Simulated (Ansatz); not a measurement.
# AlGaN: the cost of one run

The runs use Ansatz 0.2.0, Gaussian basis; cc-pVTZ, all electrons in the functionals, frozen cores in the correlation of double hybrids and RPA.

Plan: PBE, BLYP, r2SCAN, PBE0, B3LYP, wB97M-V, B2PLYP, at charge 0, doublet; charge 0, quartet; charge 1, singlet; charge 1, triplet (not every functional at every point).

6 further runs of the same task are left out: 3 for a known fault of the program, 3 set aside as unsound or not needed.

## Step 1: The geometry

The geometry is a PBE0/def2-TZVP stationary point (not a proven minimum). No spin-orbit coupling is included. The filled d shell of Ga may be among the frozen orbitals whatever the setting's name suggests; the logs give the count.

3 atoms, charge 0, spin multiplicity 2.

Atoms are counted from 1 here; the program's logs count them from 0.

Bond lengths: Al1–N2 1.708 Å, N2–Ga3 1.780 Å. Angles: Al1–N2–Ga3 180.0°.

No dispersion term is added; wB97M-V holds VV10 nonlocal correlation. B3LYP takes the VWN-RPA correlation.

The geometry shown and the zero of energy belong to the point charge 0, doublet. The yardstick, UCCSD(T), and other wave-function levels (R restricted, U unrestricted, valence and pair active spaces) come from earlier runs.

## Step 2: PBE, charge 0, doublet

Contents of in.yaml:

```yaml
crystal:
  periodic: [false, false, false]
  atoms:
    - {symbol: Al, position_ang: [0.000000, 0.000000, -1.732100]}
    - {symbol: N, position_ang: [0.000000, 0.000000, -0.023700]}
    - {symbol: Ga, position_ang: [0.000000, 0.000000, 1.755800]}
basis:
  gaussian: {orbitals: cc-pVTZ}
magnetization: {spin_polarized: true, initial_magnetization: 1}
hamiltonian: {xc: {name: PBE}}
output: {orbitals: {seedname: orbitals}}
```

Launch:

```
> ansatz run in.yaml --threads 2 --pin off --events-out ev --progress --plain --max-ram 24576MiB --backend cuda --devices 0, --max-vram 18GiB
```

Q: Estimate wall time and peak memory on 1 × H100 (card shared with other runs) with 2 threads of AMD EPYC 7R13, shared host.

About 7 s, with a peak of 0.79 GiB on the host.
